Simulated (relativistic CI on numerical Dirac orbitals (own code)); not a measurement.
**Pb³⁺: one ion under different settings**

Aim: see what numerical and physical settings do to the SCF, the total energy and the lowest levels of Pb³⁺.

Program: relativistic CI on numerical Dirac orbitals (own code) version 3. Level of theory: Dirac-Coulomb-Breit CI, KLI orbitals optimised for each configuration, model QED (radiative potential, 1s self-energy scaled to tabulated hydrogen-like ionisation energies), numerical settings as typed. These are calculated values, not measurements, unless marked.

**1. What is computed**

```
ion            : Pb³⁺ (Pb IV)
nuclear charge : 82
electrons      : 79
isotope        : A = 208
```

**2. The usual input**

Settings of the run:

```ini
atom Pb  Z=82  charge=3  electrons=79
nucleus A=208  rms_radius_fm=5.5012
hamiltonian dirac-coulomb  breit=on  qed=on  c_scale=1
orbitals kli  potential=per-configuration
slater_scale 1
correlation none
mixing on
grid step=0.0125 r_max=64.9
scf mixing=0.4 start=green max_iterations=150 tolerance=2e-08 node_fill=0.05
configurations
  [Xe] 4f14 5d10 6s
  [Xe] 4f14 5d10 6p
  [Xe] 4f14 5d10 6d
end
```

Run with:

```
python run_levels.py task.json out
```

One command runs all members of the session, one after another, from task.json.

**3. Nuclear radius 7.1516, iteration limit 20, end of the grid 97.35**

Settings of the run:

```ini
atom Pb  Z=82  charge=3  electrons=79
nucleus A=208  rms_radius_fm=7.1516
hamiltonian dirac-coulomb  breit=on  qed=on  c_scale=1
orbitals kli  potential=per-configuration
slater_scale 1
correlation none
mixing on
grid step=0.0125 r_max=97.35
scf mixing=0.4 start=green max_iterations=20 tolerance=2e-08 node_fill=0.05
configurations
  [Xe] 4f14 5d10 6s
  [Xe] 4f14 5d10 6p
  [Xe] 4f14 5d10 6d
end
```

**4. Grid step 0.03**

Settings of the run:

```ini
atom Pb  Z=82  charge=3  electrons=79
nucleus A=208  rms_radius_fm=5.5012
hamiltonian dirac-coulomb  breit=on  qed=on  c_scale=1
orbitals kli  potential=per-configuration
slater_scale 1
correlation none
mixing on
grid step=0.03 r_max=64.9
scf mixing=0.4 start=green max_iterations=150 tolerance=2e-08 node_fill=0.05
configurations
  [Xe] 4f14 5d10 6s
  [Xe] 4f14 5d10 6p
  [Xe] 4f14 5d10 6d
end
```

**5. Nuclear radius 4.9511**

Settings of the run:

```ini
atom Pb  Z=82  charge=3  electrons=79
nucleus A=208  rms_radius_fm=4.9511
hamiltonian dirac-coulomb  breit=on  qed=on  c_scale=1
orbitals kli  potential=per-configuration
slater_scale 1
correlation none
mixing on
grid step=0.0125 r_max=64.9
scf mixing=0.4 start=green max_iterations=150 tolerance=2e-08 node_fill=0.05
configurations
  [Xe] 4f14 5d10 6s
  [Xe] 4f14 5d10 6p
  [Xe] 4f14 5d10 6d
end
```

**6. Speed-of-light factor 2, node fill 0.01, end of the grid 97.35**

Settings of the run:

```ini
atom Pb  Z=82  charge=3  electrons=79
nucleus A=208  rms_radius_fm=5.5012
hamiltonian dirac-coulomb  breit=on  qed=on  c_scale=2
orbitals kli  potential=per-configuration
slater_scale 1
correlation none
mixing on
grid step=0.0125 r_max=97.35
scf mixing=0.4 start=green max_iterations=150 tolerance=2e-08 node_fill=0.01
configurations
  [Xe] 4f14 5d10 6s
  [Xe] 4f14 5d10 6p
  [Xe] 4f14 5d10 6d
end
```

**7. Node fill 5**

Settings of the run:

```ini
atom Pb  Z=82  charge=3  electrons=79
nucleus A=208  rms_radius_fm=5.5012
hamiltonian dirac-coulomb  breit=on  qed=on  c_scale=1
orbitals kli  potential=per-configuration
slater_scale 1
correlation none
mixing on
grid step=0.0125 r_max=64.9
scf mixing=0.4 start=green max_iterations=76 tolerance=2e-08 node_fill=5
configurations
  [Xe] 4f14 5d10 6s
  [Xe] 4f14 5d10 6p
  [Xe] 4f14 5d10 6d
end
```

(Steps that only read results are left out.)

**Question.** What will these runs give? Wanted: lowest level, usual settings; total energy; first excitation.

The runs gave:

| setting | total energy less usual (Ha) | largest shift of a level among the lowest eight of both runs, same label and place (cm⁻¹) | SCF iterations | time | lowest level | kind of change |
| --- | --- | --- | --- | --- | --- | --- |
| usual | 0 | 0 | 37 | 0.51 s | 6s 2S1/2 | - |
| nuclear radius 7.1516, iteration limit 20, end of the grid 97.35 | 2.97 | 78.2 | 37 | 0.52 s | 6s 2S1/2 | unphysical constant |
| grid step 0.03 | 0.000548 | 0.0777 | 37 | 0.23 s | 6s 2S1/2 | numerical |
| nuclear radius 4.9511 | -0.889 | 23.4 | 37 | 0.51 s | 6s 2S1/2 | unphysical constant |
| speed-of-light factor 2, node fill 0.01, end of the grid 97.35 | 1.06e+03 | 31300 | 37 | 0.51 s | 6s 2S1/2 | unphysical constant |
| node fill 5 | 1.01 | 2150 | 38 | 0.53 s | 6s 2S1/2 | unsound |

```
                    quantity           value
lowest level, usual settings        6s 2S1/2
                total energy  -20870.0676 Ha
            first excitation      73473 cm⁻¹
```

In words: Among the runs whose levels can be followed, they move most under «speed-of-light factor 2, node fill 0.01, end of the grid 97.35» (unphysical constant), by up to 31300 cm⁻¹. Only the listed configurations are in the model. Near neutrality, missing correlation can shift configurations against each other by thousands of cm⁻¹.
